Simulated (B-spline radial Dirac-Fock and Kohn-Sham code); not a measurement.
# Os²⁶⁺: core levels and X-ray properties

What does theory give for Os²⁶⁺? The session works out its X-ray form factor and Compton profile and the binding energy of each subshell.

Method: a free atom or ion on a radial basis; each step names its model; computed with B-spline radial Dirac-Fock and Kohn-Sham code, version 2.

## (1) The system

The Os²⁶⁺ ion, configuration [Kr] 4d10 4f4.

```yaml
nuclear_charge: 76
electrons: 50
mass_number: 192
nuclear_rms_radius: 5.4126 fm
```

## (2) X-ray scattering functions

Model: Dirac-Fock average of configuration, finite nucleus; form factor of the spherical density, Waller-Hartree incoherent function, impulse-approximation Compton profiles.

Settings, as recorded:

```ini
task = scatter
Z = 76
charge = 26
configuration = 1s2 2s2 2p6 3s2 3p6 3d10 4s2 4p6 4d10 4f4
mass_number = 192
rms_radius = 5.4126  # fm
s = [0.0, 0.07, 0.09, 0.11, 0.13, 0.17, 0.2, 0.25, 0.3, 0.37, 0.46, 0.56, 0.69, 0.84, 1.03, 1.26, 1.55, 1.89, 2.32, 2.84, 3.48, 4.27, 5.23]  # 1/A
pz = [0, 0.1, 0.14, 0.2, 0.28, 0.4, 0.57, 0.81, 1.1, 1.6, 2.3, 3.3, 4.6, 6.6, 9.3, 13.0, 19.0, 26.0, 37.0, 53.0, 75.0]  # a.u.
photon_energy = [2000, 5000, 10000, 17479.3, 50000, 100000, 200000, 1000000]  # eV
```

Results of the run (chosen fields of its result record, rounded):

```text
{
  "status": "converged",
  "form_factor [e]": [50.0, 49.8, 49.671, 49.509, 49.317, 48.84, 48.406, 47.545, 46.525, 44.867, 42.422, 39.434, 35.392, 30.888, 25.928, 21.393, 17.71, 15.092, 12.647, 9.9822, 7.407, 5.6061, 4.5839],
  "incoherent": [7.1765e-13, 0.15455, 0.25468, 0.37896, 0.52681, 0.89045, 1.2194, 1.8651, 2.6179, 3.8174, 5.5345, 7.5613, 10.215, 13.138, 16.521, 20.171, 24.182, 28.07, 31.817, 35.098, 38.036, 40.694, 43.027],
  "compton_total [1/a.u.]": [2.798, 2.7976, 2.7972, 2.7964, 2.7948, 2.7916, 2.785, 2.7717, 2.7493, 2.6937, 2.578, 2.3366, 1.9271, 1.3143, 0.81678, 0.49801, 0.24692, 0.12099, 0.048269, 0.017537, 0.0062532],
  "shells": ["1s1/2", "2s1/2", "2p1/2", "2p3/2", "3s1/2", "3p1/2", "3p3/2", "3d3/2", "3d5/2", "4s1/2", "4p1/2", "4p3/2", "4d3/2", "4d5/2", "4f5/2", "4f7/2"],
  "occupation": [2.0, 2.0, 2.0, 4.0, 2.0, 2.0, 4.0, 4.0, 6.0, 2.0, 2.0, 4.0, 4.0, 6.0, 1.7143, 2.2857],
  "mean_momentum [a.u.]": [80.218, 28.641, 37.717, 33.102, 14.494, 17.289, 15.925, 19.132, 18.659, 7.9452, 8.9314, 8.4216, 9.423, 9.2459, 10.078, 9.9987],
  "r2 [bohr^2]": 5.5476,
  "r_inverse [1/bohr]": 538.54,
  "r1 [bohr]": 13.497,
  "coherent [b]": [1628.4, 1466.0, 1077.4, 645.19, 166.23, 55.177, 16.305, 0.77495],
  "incoherent_cross_section [b]": [0.26656, 1.5012, 4.5378, 8.7339, 17.202, 19.45, 18.269, 10.418],
  "radial_jk": {
    "4f": {"j0": [1.0, 0.9922, 0.98713, 0.98084, 0.97334, 0.95484, 0.93804, 0.90486, 0.86588, 0.80314, 0.71223, 0.60389, 0.46271, 0.31407, 0.16422, 0.046828, -0.021337, -0.038055, -0.027026, -0.011469, -0.0024599, 0.00027002, 0.00042139], "j2": [0.0, 0.0031159, 0.0051322, 0.0076321, 0.010602, 0.017887, 0.02445, 0.037253, 0.052025, 0.075131, 0.10701, 0.14209, 0.1818, 0.21329, 0.22711, 0.21052, 0.16166, 0.10031, 0.045422, 0.013243, 0.00074855, -0.0014696, -0.00087398], "j4": [0.0, 3.8376e-06, 1.0451e-05, 2.322e-05, 4.5064e-05, 0.00013009, 0.00024626, 0.00058693, 0.001182, 0.0026027, 0.0057515, 0.011377, 0.022287, 0.039222, 0.064006, 0.091472, 0.1118, 0.11226, 0.090742, 0.058353, 0.029377, 0.011404, 0.0034304], "j6": [0.0, 3.1245e-09, 1.4064e-08, 4.6676e-08, 1.265e-07, 6.2426e-07, 1.6351e-06, 6.085e-06, 1.7632e-05, 5.8974e-05, 0.00020099, 0.00058748, 0.0017387, 0.0045041, 0.010936, 0.023032, 0.041641, 0.060335, 0.070694, 0.065414, 0.047907, 0.027826, 0.013087], "r2": 0.2169, "r4": 0.077653, "r6": 0.041731}
  }
}
```

Form factor and incoherent function, every second point:

| s (1/Å) | f (e) | f / N | S(s) |
| --- | --- | --- | --- |
| 0 | 50.00 | 1.000 | 0 |
| 0.0900 | 49.67 | 0.993 | 0.2547 |
| 0.130 | 49.32 | 0.986 | 0.5268 |
| 0.200 | 48.41 | 0.968 | 1.219 |
| 0.300 | 46.53 | 0.931 | 2.618 |
| 0.460 | 42.42 | 0.848 | 5.534 |
| 0.690 | 35.39 | 0.708 | 10.22 |
| 1.03 | 25.93 | 0.519 | 16.52 |
| 1.55 | 17.71 | 0.354 | 24.18 |
| 2.32 | 12.65 | 0.253 | 31.82 |
| 3.48 | 7.407 | 0.148 | 38.04 |
| 5.23 | 4.584 | 0.092 | 43.03 |

## (3) Binding energies

Model: Dirac-Fock average of configuration, Delta-SCF, finite nucleus, first-order Breit with its frequency dependence, self-energy and vacuum polarisation.

The run's settings:

```ini
task = binding
```

Results of the run (chosen fields of its result record, rounded):

```text
{
  "status": "converged",
  "shells": ["K", "L1", "L2", "L3", "M1", "M2", "M3", "M4", "M5", "N1", "N2", "N3", "N4", "N5", "N6,7"],
  "total_energy_parts [Ha]": [-16967.2435, 21.0506875, -2.2273264, -0.383210672, 15.5216256, -2.87862858],
  "koopmans [eV]": [75191.5, 13932.1, 13346.5, 11813.2, 3953.56, 3693.49, 3352.44, 2923.72, 2850.8, 1471.19, 1358.63, 1267.64, 1080.87, 1062.73, 841.994],
  "dirac_coulomb [eV]": [75120.2, 13896.9, 13306.6, 11776.7, 3940.38, 3679.32, 3339.68, 2908.52, 2836.14, 1468.6, 1355.99, 1265.39, 1078.51, 1060.52, 839.553],
  "gaunt [eV]": [-276.019, -30.8842, -52.8949, -36.2457, -5.82979, -10.0871, -6.67364, -4.41816, -3.06091, -1.5256, -2.56111, -1.65232, -0.954575, -0.615832, 0.0193887],
  "retardation [eV]": [20.7262, 2.64363, 5.71264, 5.70689, 0.494356, 1.06486, 1.07567, 0.433008, 0.422393, 0.154338, 0.297267, 0.29559, 0.118102, 0.117052, 0.0106692],
  "breit_frequency [eV]": [4.66776, -0.395758, -0.0444374, 2.06128, -0.10494, -0.11567, 0.417691, -0.0449489, 0.00076567, -0.0291842, -0.0367732, 0.110664, -0.0138196, -0.00128493, -0.00760698],
  "self_energy [eV]": [-163.479, -23.8355, -0.331466, -1.81368, -5.5171, -0.189329, -0.456978, 0.394603, 0.195942, -1.49729, -0.0464507, -0.11919, 0.0968368, 0.0475565, 0.06393],
  "vacuum_polarisation [eV]": [31.939, 4.37823, 0.215721, -0.155056, 0.987313, 0.0522759, -0.043243, -0.0473801, -0.0450083, 0.268646, 0.0145907, -0.0117714, -0.0118902, -0.0112723, -0.00782775],
  "binding [eV]": [74738.0, 13848.8, 13259.3, 11746.3, 3930.41, 3670.04, 3334.0, 2904.83, 2833.65, 1465.97, 1353.66, 1264.01, 1077.75, 1060.06, 839.631],
  "mean_radius [bohr]": [0.0177345, 0.0742316, 0.0613974, 0.0695515, 0.192528, 0.182907, 0.19759, 0.172733, 0.177233, 0.414949, 0.415662, 0.441225, 0.440446, 0.448487, 0.435788]
}
```

total_energy_parts: Dirac-Coulomb, Gaunt, retardation, frequency dependence, self-energy, vacuum polarisation. 

The binding energies by parts, in eV; the parts add up.

```csv
level,-ε,relaxation,Breit,QED,binding
1s,75191.5,-71.34,-250.63,-131.54,74738.0
2s,13932.1,-35.18,-28.64,-19.46,13848.8
2p1/2,13346.5,-39.84,-47.23,-0.12,13259.3
2p3/2,11813.2,-36.48,-28.48,-1.97,11746.3
3s,3953.6,-13.19,-5.44,-4.53,3930.4
3p1/2,3693.5,-14.17,-9.14,-0.14,3670.0
3p3/2,3352.4,-12.76,-5.18,-0.50,3334.0
3d3/2,2923.7,-15.21,-4.03,0.35,2904.8
3d5/2,2850.8,-14.67,-2.64,0.15,2833.6
4s,1471.2,-2.58,-1.40,-1.23,1466.0
4p1/2,1358.6,-2.64,-2.30,-0.03,1353.7
4p3/2,1267.6,-2.25,-1.25,-0.13,1264.0
4d3/2,1080.9,-2.36,-0.85,0.08,1077.7
4d5/2,1062.7,-2.21,-0.50,0.04,1060.1
4f,842.0,-2.44,0.02,0.06,839.6
```

X-ray lines as differences of these levels:

```csv
line,energy (eV)
Kβ2' (K-N3),73474.0
Kβ2'' (K-N2),73384.3
Kβ1 (K-M3),71404.0
Kβ3 (K-M2),71068.0
Kα1 (K-L3),62991.7
Kα2 (K-L2),61478.7
Lγ3 (L1-N3),12584.8
Lγ2 (L1-N2),12495.2
Lγ1 (L2-N4),12181.6
Lγ5 (L2-N1),11793.3
Lβ2 (L3-N5),10686.2
Lβ15 (L3-N4),10668.5
Lβ3 (L1-M3),10514.8
Lβ1 (L2-M4),10354.5
```

## (4) Results

```
                             quantity         value
     rms radius of the electron cloud    0.333 bohr
                form factor halves at       1.1 1/Å
              Compton profile at zero  2.798 1/a.u.
         deepest level listed, K (1s)    74738.0 eV
               least bound, N6,7 (4f)      839.6 eV
                                  Kα1    62991.7 eV
ionisation energy, NIST (theoretical)    870.000 eV
```

f falls from 50 to half of that at s = 1.1 1/Å. Incoherent scattering outweighs coherent from 200 keV on, among the energies asked. For K (1s), relaxation takes off 71.3 eV, Breit terms shift it by -250.63 and QED by -131.54 eV. NIST's ionisation energy differs by +30.37 eV from the least binding energy, within its stated uncertainty. The Hartree-Fock and Dirac-Fock values hold no electron correlation.
